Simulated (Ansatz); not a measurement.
A nudged elastic band was laid between two geometries of a periodic cell of 63 atoms, Si (host Si, host structure diamond, one Si atom removed), cell charge -1.

Method: Ansatz, DFT PBE-D3(BJ), scalar-relativistic, plane waves, PAW. Settings: PAW set soft_1, cutoff 420 eV, k mesh 1x1x1, gaussian smearing 0.05 eV, spin collinear.

```
movable images  : 3
climbing image  : yes
spring          : 0.05 eV/Å²
optimiser       : fire
start path      : default
force threshold : 0.05 eV/Å
iteration limit : 32
end points      : relaxed
```

First end point:

```xyz
63
Lattice="10.8600 0.0000 0.0000 0.0000 10.8600 0.0000 0.0000 0.0000 10.8600" Properties=species:S:1:pos:R:3
Si 5.424 0.000 -0.005
Si 6.786 1.360 1.357
Si 8.146 2.722 -0.004
Si 9.511 4.082 1.347
Si 8.142 0.002 2.715
Si 9.500 1.360 4.071
Si 0.002 0.006 -0.005
Si 1.362 1.370 1.346
Si 2.709 2.747 -0.030
Si 4.068 4.079 1.351
Si 5.396 5.439 -0.032
Si 6.775 6.783 1.346
Si 8.141 8.144 -0.004
Si 9.501 9.506 1.358
Si 2.712 0.002 2.715
Si 4.063 1.371 4.082
Si 5.424 2.721 2.717
Si 6.774 4.081 4.083
Si 8.142 5.432 2.714
Si 9.509 6.784 4.081
Si 5.423 0.006 5.433
Si 6.776 1.369 6.793
Si 8.140 2.722 5.434
Si 9.507 4.079 6.790
Si 8.142 0.001 8.145
Si 9.510 1.370 9.495
Si 0.027 5.428 -0.031
Si 1.360 6.787 1.351
Si 2.720 8.118 -0.030
Si 4.065 9.495 1.348
Si 0.003 2.721 2.711
Si 1.359 4.078 4.079
Si 2.713 5.432 2.715
Si 4.066 6.786 4.078
Si 5.424 8.143 2.712
Si 6.785 9.504 4.073
Si 0.001 0.000 5.433
Si 1.360 1.366 6.790
Si 2.720 2.749 5.461
Si 3.987 4.159 6.872
Si 5.397 5.427 5.460
Si 6.779 6.786 6.791
Si 8.146 8.144 5.434
Si 9.511 9.495 6.794
Si 2.713 0.002 8.145
Si 4.067 1.366 9.498
Si 5.399 2.747 8.138
Si 6.779 4.078 9.499
Si 8.142 5.432 8.145
Si 9.506 6.787 9.498
Si 0.002 8.143 2.717
Si 1.361 9.494 4.083
Si 0.027 5.439 5.459
Si 1.438 6.706 6.869
Si 2.708 8.117 5.460
Si 4.067 9.499 6.791
Si 0.028 2.747 8.149
Si 1.435 4.154 9.423
Si 3.983 6.705 9.416
Si 5.397 8.116 8.150
Si 6.775 9.494 9.496
Si 0.029 8.116 8.138
Si 1.359 9.499 9.499
```

Last end point:

Only the atoms that move by more than 0.05 Å are listed.
```
Si39 2.799 2.799 5.514
Si40 2.799 5.346 8.061
Si41 5.346 5.346 5.514
Si47 5.346 2.799 8.061
Si54 1.386 6.759 6.793
Si58 1.386 4.078 9.474
Si59 4.067 6.759 9.474
```

Q: Which bonds break or form, and what moves?

A: The atom that moves furthest is Si40, by 2.06 Å; four of its nearest neighbours are Si47 2.36, Si39 2.36, Si41 2.36, Si59 3.60 Å at the first end and Si54 2.37, Si59 2.37, Si58 2.37, Si41 3.60 Å at the last.

Q: Give the energies along the band, and the barrier.

A: The run converged. The highest image is number 2 of 0 to 4, 0.37 eV above the ends, which have the same energy within 2 meV. The order of the point at the top wasn't checked. Limits of this set-up: coarse k mesh, a typed lattice constant that wasn't relaxed here, charged cell in a uniform background, uncorrected.

```tsv
image	path coordinate (Å)	energy (eV)	Si39–Si40 (Å)	Si40–Si41 (Å)	Si40–Si47 (Å)
0	0.00	0.00	2.36	2.36	2.36
1	0.58	0.15	2.47	2.47	2.47
2	1.17	0.37	2.77	2.76	2.77
3	1.76	0.15	3.23	3.23	3.23
4	2.33	0.00	3.60	3.60	3.60
```

Q: What is the geometry of the highest image?

A: 
```xyz
63
Lattice="10.8600 0.0000 0.0000 0.0000 10.8600 0.0000 0.0000 0.0000 10.8600" Properties=species:S:1:pos:R:3
Si 5.433 -0.005 0.009
Si 6.783 1.362 1.372
Si 8.150 2.712 0.009
Si 9.520 4.075 1.339
Si 8.142 0.003 2.716
Si 9.486 1.362 4.075
Si 0.002 -0.014 -0.004
Si 1.352 1.349 1.363
Si 2.714 2.703 0.011
Si 4.071 4.074 1.357
Si 5.441 5.431 0.010
Si 6.796 6.793 1.363
Si 8.159 8.143 -0.004
Si 9.503 9.502 1.356
Si 2.715 0.019 2.733
Si 4.051 1.427 4.141
Si 5.416 2.729 2.736
Si 6.717 4.094 4.142
Si 8.125 5.430 2.734
Si 9.495 6.793 4.063
Si 5.416 0.023 5.443
Si 6.718 1.427 6.807
Si 8.123 2.729 5.443
Si 9.502 4.074 6.788
Si 8.125 0.019 8.144
Si 9.495 1.349 9.507
Si 0.067 5.411 -0.068
Si 1.370 6.776 1.336
Si 2.734 8.078 -0.069
Si 4.071 9.485 1.339
Si -0.010 2.711 2.709
Si 1.344 4.074 4.061
Si 2.714 5.431 2.715
Si 4.071 6.801 4.061
Si 5.434 8.155 2.709
Si 6.783 9.519 4.076
Si -0.010 -0.004 5.425
Si 1.344 1.348 6.788
Si 2.676 2.863 5.576
Si 3.392 4.754 7.464
Si 5.282 5.469 5.577
Si 6.798 6.801 6.787
Si 8.150 8.155 5.425
Si 9.520 9.485 6.788
Si 2.714 0.001 8.144
Si 4.071 1.348 9.515
Si 5.283 2.862 8.182
Si 6.798 4.074 9.515
Si 8.144 5.431 8.144
Si 9.523 6.776 9.489
Si 0.002 8.143 2.700
Si 1.351 9.509 4.064
Si -0.012 5.431 5.417
Si 1.503 6.642 6.749
Si 2.714 8.157 5.417
Si 4.071 9.503 6.788
Si -0.012 2.703 8.144
Si 1.502 4.036 9.357
Si 4.109 6.643 9.356
Si 5.442 8.157 8.144
Si 6.795 9.509 9.507
Si 0.068 8.077 8.125
Si 1.370 9.482 9.489
```

Run time: 14 min on 4 threads of Arm Neoverse V2 (shared host), peak memory 4.3 GiB.
